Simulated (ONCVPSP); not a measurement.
# Copper: generating and testing an ONCV potential

Do these settings give a usable potential? It is generated, then checked for transferability, scattering, ghosts and hardness.

The numbers are computed with ONCVPSP 4.0.1.1 (patched build) (PBE, scalar-relativistic, spin-unpolarised reference atom).

### Step 1. The design

Typed settings, in words:

```
element                 : copper (Cu, Z = 29)
type                    : optimised norm-conserving Vanderbilt (ONCV)
frozen core             : [Ne]
valence charge          : 19
reference configuration : 3s2 3p6 3d10 4s0.75 (charge +0.25)
partial waves           : 3s+4s: rc 1.15 bohr, ncon 4, nbas 7, qcut 8.9 1/bohr, 2 projectors; 3p: rc 0.70 bohr, ncon 4, nbas 9, qcut 13 1/bohr, 3 projectors, debl 3.3 Ha; 3d: rc 1.50 bohr, ncon 3, nbas 8, qcut 10.2 1/bohr, 3 projectors, debl 1.5 Ha
local potential         : polynomial inside 0.60 bohr (lpopt 5, dvloc0 1 Ha)
core correction         : Teter function, fcfact 2.25, rcfact 1.3
```

### Step 2. Generating the potential

File Cu.dat:

```
# ATOM AND REFERENCE CONFIGURATION
# atsym  z   nc   nv     iexc    psfile
  Cu 29.00    3    4        4      upf
#
#   n    l    f
    1    0    2.00
    2    0    2.00
    2    1    6.00
    3    0    2.00
    3    1    6.00
    3    2   10.00
    4    0    0.75
#
# PSEUDOPOTENTIAL AND OPTIMIZATION
# lmax
    2
#
#   l,   rc,      ep,       ncon, nbas, qcut
    0    1.15    0.00    4    7    8.90
    1    0.70    0.00    4    9   13.00
    2    1.50    0.00    3    8   10.20
#
# LOCAL POTENTIAL
# lloc, lpopt,  rc(5),   dvloc0
    4    5    0.60    1.00
#
# VANDERBILT-KLEINMAN-BYLANDER PROJECTORs
# l, nproj, debl
    0    2    3.70
    1    3    3.30
    2    3    1.50
#
# MODEL CORE CHARGE
# icmod, fcfact, rcfact
    3    2.25    1.30
#
# LOG DERIVATIVE ANALYSIS
# epsh1, epsh2, depsh
   -6.00    5.00    0.04
#
# OUTPUT GRID
# rlmax, drl
    6.00    0.01
#
# TEST CONFIGURATIONS
# ncnf
    4
# nvcnf
#   n    l    f
    4
    3    0    2.00
    3    1    6.00
    3    2   10.00
    4    0    1.00
#
    4
    3    0    2.00
    3    1    6.00
    3    2   10.00
    4    0    0.00
#
    4
    3    0    2.00
    3    1    6.00
    3    2    9.00
    4    0    0.00
#
    4
    3    0    2.00
    3    1    6.00
    3    2    9.00
    4    0    1.00
#
```

Command:

```console
$ oncvpsp.x < Cu.dat > Cu.out
```

What the program wrote to Cu.out (without the consistency checks and plot data):

```text
ONCVPSP  (Optimized Norm-Conservinng Vanderbilt PSeudopotential)
scalar-relativistic version 4.0.1.1, modified

#   n    l    f        energy (Ha)
    1    0    2.00    -3.2534727E+02
    2    0    2.00    -3.9115983E+01
    2    1    6.00    -3.3769214E+01
    3    0    2.00    -4.2880110E+00
    3    1    6.00    -2.7242434E+00
    3    2   10.00    -2.5817564E-01
    4    0    0.75    -2.3192806E-01

Reference configufation results
  iterations    31
  all-electron total energy (Ha)   -1.65479908D+03

Begin loop to  construct optimized pseudo wave functions
and semi-local pseudopoentials for all angular momenta

Calculating optimized projector #   1

 for l=   0

    Fraction of norm inside rc  0.932630
    Optimizing pswf for qcut=   8.92 a_B^-1,  ecut=  39.76 Ha
    Residual kinetic energy error=  1.32D-04 Ha

    Energy error per electron        Cutoff
         Ha          eV             Ha
         0.01000     0.27211       21.17
         0.00100     0.02721       32.58
         0.00010     0.00272       43.72
         0.00001     0.00027       96.09

Calculating optimized projector #   2

 for l=   0

    Fraction of norm inside rc  0.029612
    Optimizing pswf for qcut=   8.92 a_B^-1,  ecut=  39.76 Ha
    Residual kinetic energy error=  5.90D-05 Ha

    Energy error per electron        Cutoff
         Ha          eV             Ha
         0.01000     0.27211        9.02
         0.00100     0.02721       26.94
         0.00010     0.00272       37.45
         0.00001     0.00027       71.99

   Wellstate for l =  1  n =  4
     eigenvalue =   0.5758
     asymptotic potential =   1.0758
     half-point radius =  2.2890

   Wellstate for l =  1  n =  5
     eigenvalue =   3.8758
     asymptotic potential =   4.3758
     half-point radius =  2.0629

Calculating optimized projector #   1

 for l=   1

    Fraction of norm inside rc  0.487318
    Optimizing pswf for qcut=  12.98 a_B^-1,  ecut=  84.20 Ha
    Residual kinetic energy error=  5.69D-04 Ha

    Energy error per electron        Cutoff
         Ha          eV             Ha
         0.01000     0.27211       34.20
         0.00100     0.02721       76.86
         0.00010     0.00272      323.72
         0.00001     0.00027      551.16

Calculating optimized projector #   2

 for l=   1

    Fraction of norm inside rc  0.044803
    Optimizing pswf for qcut=  12.98 a_B^-1,  ecut=  84.20 Ha
    Residual kinetic energy error=  8.77D-05 Ha

    Energy error per electron        Cutoff
         Ha          eV             Ha
         0.01000     0.27211       26.90
         0.00100     0.02721       38.29
         0.00010     0.00272       82.34
         0.00001     0.00027      476.73

Calculating optimized projector #   3

 for l=   1

    Fraction of norm inside rc  0.035924
    Optimizing pswf for qcut=  12.98 a_B^-1,  ecut=  84.20 Ha
    Residual kinetic energy error=  1.71D-04 Ha

    Energy error per electron        Cutoff
         Ha          eV             Ha
         0.01000     0.27211       29.59
         0.00100     0.02721       40.58
         0.00010     0.00272      128.80
         0.00001     0.00027      335.98

   Wellstate for l =  2  n =  4
     eigenvalue =   1.2418
     asymptotic potential =   1.7418
     half-point radius =  2.5419

   Wellstate for l =  2  n =  5
     eigenvalue =   2.7418
     asymptotic potential =   3.2418
     half-point radius =  2.9825

Calculating optimized projector #   1

 for l=   2

    Fraction of norm inside rc  0.819477
    Optimizing pswf for qcut=  10.21 a_B^-1,  ecut=  52.07 Ha
    Residual kinetic energy error=  8.41D-06 Ha

    Energy error per electron        Cutoff
         Ha          eV             Ha
         0.01000     0.27211       35.73
         0.00100     0.02721       41.75
         0.00010     0.00272       46.62
         0.00001     0.00027       53.37

Calculating optimized projector #   2

 for l=   2

    Fraction of norm inside rc  0.157822
    Optimizing pswf for qcut=  10.21 a_B^-1,  ecut=  52.07 Ha
    Residual kinetic energy error=  1.50D-05 Ha

    Energy error per electron        Cutoff
         Ha          eV             Ha
         0.01000     0.27211       36.11
         0.00100     0.02721       42.85
         0.00010     0.00272       48.02
         0.00001     0.00027       55.12

Calculating optimized projector #   3

 for l=   2

    Fraction of norm inside rc  0.137688
    Optimizing pswf for qcut=  10.21 a_B^-1,  ecut=  52.07 Ha
    Residual kinetic energy error=  4.68D-05 Ha

    Energy error per electron        Cutoff
         Ha          eV             Ha
         0.01000     0.27211       37.90
         0.00100     0.02721       45.12
         0.00010     0.00272       50.54
         0.00001     0.00027       67.40

Construct Vanderbilt / Kleinmman-Bylander projectors

B matrix Hermiticity error, ll=   0
   1   2    4.3996E-04

  Orthonormal projector coefficients  2.4931E+01  3.4294E+00

B matrix Hermiticity error, ll=   1
   1   2    5.1700E-04
   1   3   -1.0528E-03
   2   3    1.8366E-04

  Orthonormal projector coefficients -1.1939E+03  1.6758E+01  2.3344E+00

B matrix Hermiticity error, ll=   2
   1   2    2.1066E-04
   1   3   -2.9709E-04
   2   3    1.0883E-04

  Orthonormal projector coefficients  1.1245E+01 -4.7090E+00 -3.9937E+00

Model core correction analysis
  based on d2Exc/dn_idn_j

d2excae - all-electron derivatives

   -4.334033D-02   -4.009848D-02   -2.764822D-02   -1.677936D-03
   -4.009866D-02   -3.843925D-02   -2.732692D-02   -2.043101D-03
   -2.764858D-02   -2.732713D-02   -2.478330D-02   -7.877070D-03
   -1.677733D-03   -2.042624D-03   -7.875043D-03   -3.769695D-02

d2excps - pseudofunction derivatives with no core correction

   -5.631657D-02   -4.311032D-02   -2.555208D-02   -2.600930D-03
   -4.311261D-02   -4.118643D-02   -2.722903D-02   -2.289751D-03
   -2.555227D-02   -2.722921D-02   -2.565782D-02   -7.607480D-03
   -2.601366D-03   -2.289298D-03   -7.605450D-03   -3.770236D-02

rms 2nd derivative error    3.584945E-03

rmatch, rhocmatch    0.3693   56.6434

Teter function model core charge with specified parameters

d2excps - pseudofunction derivatives with core correction

   -4.465053D-02   -4.053140D-02   -2.536892D-02   -1.951727D-03
   -4.053146D-02   -3.972262D-02   -2.695310D-02   -2.155237D-03
   -2.536908D-02   -2.695327D-02   -2.557705D-02   -7.599886D-03
   -1.951542D-03   -2.154776D-03   -7.597856D-03   -3.766611D-02

rms 2nd derivative error    9.800839E-04

Pseudoatom total energy -189.000536

Diagnostic tests using Vanderbilt-Kleinman-Bylander pseudopotentials
  1 or more projectors used as specified by nproj input data

   l    rcore       rmatch      e in        delta e   norm test  slope test

   0   1.1508592   1.1858018  -4.2880110   0.0000053   1.0002298   1.0002174
   0   1.1508592   1.1858018  -0.2319281   0.0000067   1.0000580   1.0000482

   1   0.7004704   0.7217382  -2.7242434  -0.0000858   1.0002233   1.0003538
   1   0.7004704   0.7217382   0.5757566   0.0000831   1.0005869   1.0005869
   1   0.7004704   0.7217382   3.8757566   0.0000965   1.0007752   1.0007752

   2   1.5063689   1.5521055  -0.2581756  -0.0000356   1.0000899   1.0000448
   2   1.5063689   1.5521055   1.2418244  -0.0000433   1.0002905   1.0002905
   2   1.5063689   1.5521055   2.7418244  -0.0000515   1.0002242   1.0002242

 Testing for bound ghosts
   n   l    E NL Schr. Eq   E Basis Diag.   E Cutoff

   1   0       -4.288006       -4.287997    143.34
   2   0       -0.231921        0.004027    143.34

       1                     -714.515111   1016.89  WARNING - GHOST(-)
   2   1       -2.724329       -2.706280   1016.89

   3   2       -0.258211       -0.255777    195.43

 Testing for highly-localized positive-energy ghosts
       l    <radius>/rc     E Basis Diag.   E Cutoff

       0        0.893876       12.788850    143.34  WARNING - GHOST(+)

       1        0.905876      431.881178   1016.89  WARNING - GHOST(+)

Test configuration 0

   n   l     f        eae           eps        diff
   1   0  2.0000 -325.34726657
   2   0  2.0000  -39.11598291
   2   1  6.0000  -33.76921395
   3   0  2.0000   -4.28801097   -4.28800568    5.29D-06
   3   1  6.0000   -2.72424340   -2.72432917   -8.58D-05
   3   2 10.0000   -0.25817564   -0.25821126   -3.56D-05
   4   0  0.7500   -0.23192806   -0.23192139    6.67D-06

    Total energies and differences
      AE_ref= -1.65479908D+03  AE_tst= -1.65479908D+03  dif=  0.00D+00
      PS_ref= -1.89000536D+02  PS_tst= -1.89000536D+02  dif=  2.59D-12
      PSP excitation error= -2.59D-12

Test configuration 1

   n   l     f        eae           eps        diff
   1   0  2.0000 -325.27451999
   2   0  2.0000  -39.04522397
   2   1  6.0000  -33.69828223
   3   0  2.0000   -4.21529237   -4.21527938    1.30D-05
   3   1  6.0000   -2.65123870   -2.65144883   -2.10D-04
   3   2 10.0000   -0.18516466   -0.18509327    7.14D-05
   4   0  1.0000   -0.16941097   -0.16949150   -8.05D-05

    Total energies and differences
      AE_ref= -1.65479908D+03  AE_tst= -1.65484922D+03  dif= -5.01D-02
      PS_ref= -1.89000536D+02  PS_tst= -1.89050644D+02  dif= -5.01D-02
      PSP excitation error= -3.10D-05

Test configuration 2

   n   l     f        eae           eps        diff
   1   0  2.0000 -325.59186900
   2   0  2.0000  -39.35290449
   2   1  6.0000  -34.00678728
   3   0  2.0000   -4.53200588   -4.53217063   -1.65D-04
   3   1  6.0000   -2.96913099   -2.96886401    2.67D-04
   3   2 10.0000   -0.50194273   -0.50242501   -4.82D-04

    Total energies and differences
      AE_ref= -1.65479908D+03  AE_tst= -1.65454971D+03  dif=  2.49D-01
      PS_ref= -1.89000536D+02  PS_tst= -1.88751304D+02  dif=  2.49D-01
      PSP excitation error=  1.42D-04

Test configuration 3

   n   l     f        eae           eps        diff
   1   0  2.0000 -326.21755518
   2   0  2.0000  -39.99094519
   2   1  6.0000  -34.64342349
   3   0  2.0000   -5.15541721   -5.15446965    9.48D-04
   3   1  6.0000   -3.58743895   -3.58692845    5.11D-04
   3   2  9.0000   -1.08881248   -1.08699411    1.82D-03

    Total energies and differences
      AE_ref= -1.65479908D+03  AE_tst= -1.65376575D+03  dif=  1.03D+00
      PS_ref= -1.89000536D+02  PS_tst= -1.87967478D+02  dif=  1.03D+00
      PSP excitation error=  2.72D-04

Test configuration 4

   n   l     f        eae           eps        diff
   1   0  2.0000 -325.81263456
   2   0  2.0000  -39.59730067
   2   1  6.0000  -34.24885343
   3   0  2.0000   -4.75494132   -4.75251532    2.43D-03
   3   1  6.0000   -3.18662909   -3.18553403    1.10D-03
   3   2  9.0000   -0.69298089   -0.69001386    2.97D-03
   4   0  1.0000   -0.49961358   -0.50038842   -7.75D-04

    Total energies and differences
      AE_ref= -1.65479908D+03  AE_tst= -1.65442365D+03  dif=  3.75D-01
      PS_ref= -1.89000536D+02  PS_tst= -1.88626204D+02  dif=  3.74D-01
      PSP excitation error=  1.10D-03
```

Wall time 8.6 s (1 thread of Neoverse-N1, shared host).

All-electron and pseudo partial waves u(r) = r·R(r), from the program's wave files:

```
r (bohr)   3d AE   3d PS
   0.075  0.0540  0.0048
   0.150  0.2352  0.0361
   0.225  0.4601  0.1129
   0.300  0.6606  0.2411
   0.375  0.8104  0.4119
   0.450  0.9074  0.6047
   0.525  0.9580  0.7926
   0.600  0.9733  0.9496
   0.675  0.9634  1.0561
   0.750  0.9370  1.1042
   0.825  0.9007  1.0969
   0.900  0.8588  1.0459
   0.975  0.8145  0.9680
   1.050  0.7697  0.8799
   1.125  0.7257  0.7944
   1.200  0.6831  0.7197
   1.275  0.6426  0.6581
   1.350  0.6041  0.6087
   1.425  0.5679  0.5685
   1.500  0.5339  0.5339
   1.575  0.5021  0.5021
   1.650  0.4723  0.4723
   1.725  0.4445  0.4444
   1.800  0.4185  0.4184
   1.875  0.3941  0.3941
   1.950  0.3714  0.3714
```

Densities times 4π (e/bohr³); a dash where the program caps the true core:

```
r (bohr)  pseudo valence  true core  model core
   0.075           19.66          –       117.9
   0.225           35.06          –       62.67
   0.375           55.66       51.5       16.17
   0.525           62.81      3.511       1.523
   0.675           50.55      0.225     0.01169
   0.825           31.18    0.01433    0.002346
   0.975           16.12  0.0009202   1.282e-05
   1.125            7.76  6.046e-05   4.621e-05
   1.275           3.902  4.083e-06   1.145e-05
   1.425           2.172  3.142e-07   1.995e-07
   1.575           1.316          0           0
   1.725          0.8405          0           0
   1.875          0.5614          0           0
```

### Step 3. The configuration tests of the same run

Energies count from the reference configuration 3s2 3p6 3d10 4s0.75; the error is all-electron less pseudo.

| valence configuration | charge | ΔE all-electron (eV) | error AE − PS (meV) |
| --- | --- | --- | --- |
| 3s2 3p6 3d10 4s1 | 0 | -1.364 | -0.8 |
| 3s2 3p6 3d10 4s0 | +1 | 6.786 | +3.9 |
| 3s2 3p6 3d9 4s0 | +2 | 28.118 | +7.4 |
| 3s2 3p6 3d9 4s1 | +1 | 10.216 | +30 |

### Step 4. Scattering by logarithmic derivatives

Taken from the files of the generation run. The phase is arctan(r·R′/R) of the radial function R, unwrapped, with energies in Ha. A pole is an energy at which the radial function vanishes at the test radius. The pseudo phase is shifted by a multiple of π to meet the all-electron one at the reference energy. Levels narrower than the energy grid can be missing from the poles. The last column is the largest difference on the grid between −0.5 and +0.5 Ha.

| channel | radius (bohr) | reference (Ha) | poles AE | poles PS | window around the reference with phases within 0.05 rad (Ha) | largest difference near zero (rad) |
| --- | --- | --- | --- | --- | --- | --- |
| s | 1.16 | -0.23 | -3.38 | -3.38 | the whole range | 0.000 |
| p | 0.71 | -2.72 | none | none | the whole range | 0.000 |
| d | 1.52 | -0.26 | 0.20 | 0.20 | the whole range | 0.000 |

Phases (rad) along the scan:

```csv
E (Ha),s AE,s PS,p AE,p PS
-5.96,0.673,0.672,-0.193,-0.193
-5.40,0.030,0.030,-0.366,-0.366
-4.84,-0.875,-0.875,-0.528,-0.528
-4.28,-1.310,-1.310,-0.673,-0.673
-3.72,-1.500,-1.500,-0.798,-0.798
-3.16,-1.607,-1.607,-0.905,-0.905
-2.60,-1.681,-1.681,-0.995,-0.995
-2.04,-1.742,-1.742,-1.071,-1.071
-1.48,-1.797,-1.797,-1.136,-1.136
-0.92,-1.852,-1.852,-1.191,-1.191
-0.36,-1.914,-1.914,-1.239,-1.239
0.20,-1.987,-1.987,-1.280,-1.280
0.76,-2.081,-2.081,-1.317,-1.317
1.32,-2.209,-2.209,-1.349,-1.349
1.88,-2.395,-2.396,-1.378,-1.378
2.44,-2.671,-2.674,-1.404,-1.404
3.00,-3.056,-3.062,-1.427,-1.427
3.56,-3.477,-3.487,-1.449,-1.449
4.12,-3.818,-3.830,-1.468,-1.468
4.68,-4.052,-4.063,-1.487,-1.487
```

### Step 5. Plane-wave cutoff and ghosts

Read off the output, the cutoffs (Ha) at which the residual kinetic energy of the hardest occupied pseudo-wave falls to 1 and 0.1 mHa per electron: 77 Ha and 324 Ha.

The program's own ghost test: GHOST(-) flagged for p at -19442.9 eV; GHOST(+) flagged for s at 348.0 eV, p at 11752.1 eV.

Cutoff (Ha) at which the first wave of each channel reaches a given error (Ha per electron):

```csv
error,s,p,d
1.0e-02,21.2,34.2,35.7
3.2e-03,28.0,61.3,38.9
1.0e-03,32.6,76.9,41.7
3.2e-04,36.2,122.1,44.3
1.0e-04,43.7,323.7,46.6
3.2e-05,84.4,505.1,48.9
1.0e-05,96.1,551.2,53.4
```

### Step 6. Results

| quantity | value |
| --- | --- |
| cutoffs for 1 and 0.1 mHa per electron, occupied waves | 77 Ha and 324 Ha |
| bound ghosts | p at -19442.95 eV |
| GHOST(+) flags | s at 348 eV, p at 11752 eV |
| largest test error (AE − PS) | +30 meV, for 3s2 3p6 3d9 4s1 |
| largest phase difference near zero energy, channels read | 0.000 rad |
| rms error of d²Exc/dn², without and with the model core | 3.58 and 0.98 mHa |

In words: A bound ghost (p) makes it unfit for use: electrons can fall into a state that the atom doesn't have. The worst unpolarised test, 3s2 3p6 3d9 4s1, is off by 30 meV on 10.2 eV; by total energies transferability rates as fair. The potential is very hard: the looser tolerance needs 77 Ha. The tighter tolerance needs 324 Ha, and converged work needs a cutoff nearer that. At the looser tolerance the 3p wave is the slowest; 3d needs 42 Ha. Near zero energy the phases of the channels with partial waves agree within 0.001 rad. The program also flags highly localised states, GHOST(+) (s, p). All of this concerns the isolated atom, not yet a solid.
